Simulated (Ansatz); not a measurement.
# F2H2HfOSe: small, medium and large basis sets

An exercise on one series of results from a longer session: the logs are not shown, and one member is left open.

Program: Ansatz 0.2.0, Gaussian basis. Level of theory: one geometry, several basis sets. These are calculated values, not measurements.

Levels to be run: PBE0-D4/def2-SVP; ωB97M-V/def2-SVP; PBE0-D4/def2-QZVPP; ωB97M-V/def2-QZVPP; the functionals' def2-TZVPP values are taken from earlier runs.

## The geometry

An earlier PBE0-D4 in a triple-zeta def2 set relaxation fixed the geometry. Hf takes the def2 core potential; no spin-orbit term is included.

SMILES `[OH][Hf]([F])([F])[SeH]`, 7 atoms, charge 0, spin multiplicity 1.

Atoms are counted from 1 here; the program's logs count them from 0.

Bond lengths: O1–Hf2 1.898 Å, O1–H6 0.952 Å, Hf2–F3 1.901 Å, Hf2–F4 1.901 Å, Hf2–Se5 2.594 Å, Se5–H7 1.472 Å. Angles: Hf2–O1–H6 167.2°, O1–Hf2–F3 111.4°, O1–Hf2–F4 111.4°, O1–Hf2–Se5 107.9°, F3–Hf2–F4 106.7°, F3–Hf2–Se5 109.7°, F4–Hf2–Se5 109.7°, Hf2–Se5–H7 88.2°.

Set-up of the first run:

The input, in.yaml:

```yaml
crystal:
  periodic: [false, false, false]
  atoms:
    - {symbol: O, position_ang: [-0.490804, 0.502941, 1.352634]}
    - {symbol: Hf, position_ang: [0.188000, -0.628185, -0.011414]}
    - {symbol: F, position_ang: [1.910893, -1.296977, 0.434631]}
    - {symbol: F, position_ang: [-0.932319, -2.140332, -0.281355]}
    - {symbol: Se, position_ang: [0.328651, 0.755873, -2.201215]}
    - {symbol: H, position_ang: [-0.807880, 0.897920, 2.159109]}
    - {symbol: H, position_ang: [-0.196540, 1.908760, -1.452389]}
basis:
  gaussian: {orbitals: def2-SVP}
hamiltonian: {xc: pbe0, dispersion: d4}
output: {orbitals: {seedname: orbitals}}
```

Started as:

```
$ ansatz run in.yaml --threads 4 --pin off --events-out ev --progress --plain --max-ram 10444MiB
```

Among the steps run: PBE0-D4 in def2-SVP; ωB97M-V in def2-SVP; PBE0-D4 in def2-QZVPP; ωB97M-V in def2-QZVPP.

One of the session's tables, all rows but one given; the rest of the session is left out.

It belongs to the step «Functionals by basis». 

```
functional       basis  HOMO (eV)
   PBE0-D4    def2-SVP      -7.24
   PBE0-D4  def2-TZVPP      -7.32
   PBE0-D4  def2-QZVPP      -7.34
   ωB97M-V    def2-SVP      -9.32
   ωB97M-V  def2-TZVPP          ?
   ωB97M-V  def2-QZVPP      -9.45
```

Estimate the missing values for ωB97M-V, def2-TZVPP.

As computed: HOMO (eV): -9.43. In the column «HOMO (eV)» it lies between ωB97M-V, def2-QZVPP (-9.45) and ωB97M-V, def2-SVP (-9.32).
